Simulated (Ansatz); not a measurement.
# BNH₄ + H₂O + NH₃: a complex and its separated parts

The complex below is one end of an elementary step. How strongly is it bound against its free parts?

The runs use Ansatz 0.2.0, Gaussian basis; PBE0-D4/def2-TZVP structures, single points in def2-TZVPP, no counterpoise correction.

Levels: SPW92, PBE-D4, BLYP-D4, r2SCAN-D4, B97M-V, PBE0-D4, B3LYP-D4, r2SCAN0-D4, BHLYP-D4, CAM-B3LYP-D4, wB97X-V, wB97M-V, B2PLYP, PBE-QIDH, RPA on PBE, Hartree-Fock, MP2, CCSD, CCSD(T).

Cores are frozen in the correlated methods. B3LYP uses VWN-RPA correlation. B2PLYP carries no dispersion term here.

113 further runs of the same task are left out: 113 set aside as unsound or not needed.

**1. Starting geometry**

The complex: 13 atoms, charge 0, spin multiplicity 1.

Atoms are counted from 1 here; the program's logs count them from 0.

Bond lengths: B1–O2 1.679 Å, B1–H3 1.208 Å, B1–H4 1.215 Å, B1–N6 1.501 Å, O2–H7 1.026 Å, O2–H9 0.960 Å, H5–N8 1.029 Å, N6–H10 1.009 Å, N6–H11 1.009 Å, N8–H12 1.012 Å, N8–H13 1.012 Å. Angles: O2–B1–H3 102.3°, O2–B1–H4 100.4°, O2–B1–N6 108.0°, H3–B1–H4 115.3°, H3–B1–N6 113.2°, H4–B1–N6 115.6°, B1–O2–H7 110.7°, B1–O2–H9 108.8°, H7–O2–H9 108.5°, B1–N6–H10 115.5°, B1–N6–H11 113.7°, H10–N6–H11 108.0°, H5–N8–H12 109.6°, H5–N8–H13 109.3°, H12–N8–H13 108.3°.

Coordinates:

```csv
atom,x (Å),y (Å),z (Å)
B1,0.7707,-0.9337,0.8144
O2,1.1384,-0.4426,-0.7484
H3,0.4334,-2.0823,0.6507
H4,1.8504,-0.7814,1.3513
H5,-1.1586,0.8109,-0.3600
N6,-0.3377,-0.0597,1.3262
H7,0.3691,0.1072,-1.1462
N8,-1.0084,0.9094,-1.3734
H9,1.9243,0.1083,-0.7231
H10,-0.0677,0.6211,2.0209
H11,-1.1274,-0.5754,1.6847
H12,-1.0377,1.8883,-1.6278
H13,-1.7490,0.4299,-1.8693
```

Its parts: BNH₄ holds atoms 1, 3, 4, 6, 10, 11; H₂O holds atoms 2, 7, 9; NH₃ holds atoms 5, 8, 12, 13. Each part counts its atoms afresh in its own runs.

**2. Relaxing BNH₄ alone**

Contents of relax-a/in.yaml:

```yaml
crystal:
  periodic: [false, false, false]
  atoms:
    - {symbol: B, position_ang: [0.770684, -0.933719, 0.814392]}
    - {symbol: H, position_ang: [0.433392, -2.082292, 0.650726]}
    - {symbol: H, position_ang: [1.850444, -0.781420, 1.351295]}
    - {symbol: N, position_ang: [-0.337654, -0.059693, 1.326192]}
    - {symbol: H, position_ang: [-0.067738, 0.621129, 2.020934]}
    - {symbol: H, position_ang: [-1.127360, -0.575431, 1.684739]}
basis:
  gaussian: {orbitals: def2-TZVP}
hamiltonian: {xc: pbe0, dispersion: d4}
relax: {f_tol: 0.005, max_steps: 200}
```

On the command line:

```sh
$ ansatz run in.yaml --threads 4 --pin off --events-out ev --progress --plain --max-ram 9574MiB
```

After this run come: Relaxing H₂O alone; Relaxing NH₃ alone; SPW92/def2-TZVPP; PBE-D4/def2-TZVPP; BLYP-D4/def2-TZVPP; r2SCAN-D4/def2-TZVPP; B97M-V/def2-TZVPP; PBE0-D4/def2-TZVPP; B3LYP-D4/def2-TZVPP; r2SCAN0-D4/def2-TZVPP; BHLYP-D4/def2-TZVPP; CAM-B3LYP-D4/def2-TZVPP; wB97X-V/def2-TZVPP; wB97M-V/def2-TZVPP; B2PLYP/def2-TZVPP; PBE-QIDH/def2-TZVPP; RPA on PBE/def2-TZVPP; CCSD(T)/def2-TZVPP; Vibrations of BNH₄; Vibrations of H₂O; Vibrations of NH₃.

Before running it: what results should come out? Wanted: complex less parts, CCSD(T)/def2-TZVPP; with zero-point energy; largest T1 diagnostic.

As calculated:

```
                              quantity         value
complex less parts, CCSD(T)/def2-TZVPP  -30.8 kJ/mol
                with zero-point energy   -8.1 kJ/mol
                 largest T1 diagnostic         0.012
```

**Reading.** At CCSD(T) the complex lies 30.8 kJ/mol below its parts. B3LYP-D4 is the best functional here (0.0 kJ/mol from CCSD(T)); SPW92 is the worst (-83.6 kJ/mol). By rung, the mean size of the error is: LDA 83.6, GGA 11.2, meta-GGA 7.5, hybrid 8.1, range-separated hybrid 5.8, double hybrid 8.5 kJ/mol. PBE-D4 gives a relative energy 22.0 kJ/mol too low, outside chemical accuracy (1 kcal/mol, 4.2 kJ/mol). No counterpoise was applied, and triple zeta lacks some correlation, so the CCSD(T) reference has a basis error of its own, and close matches with it are partly luck.
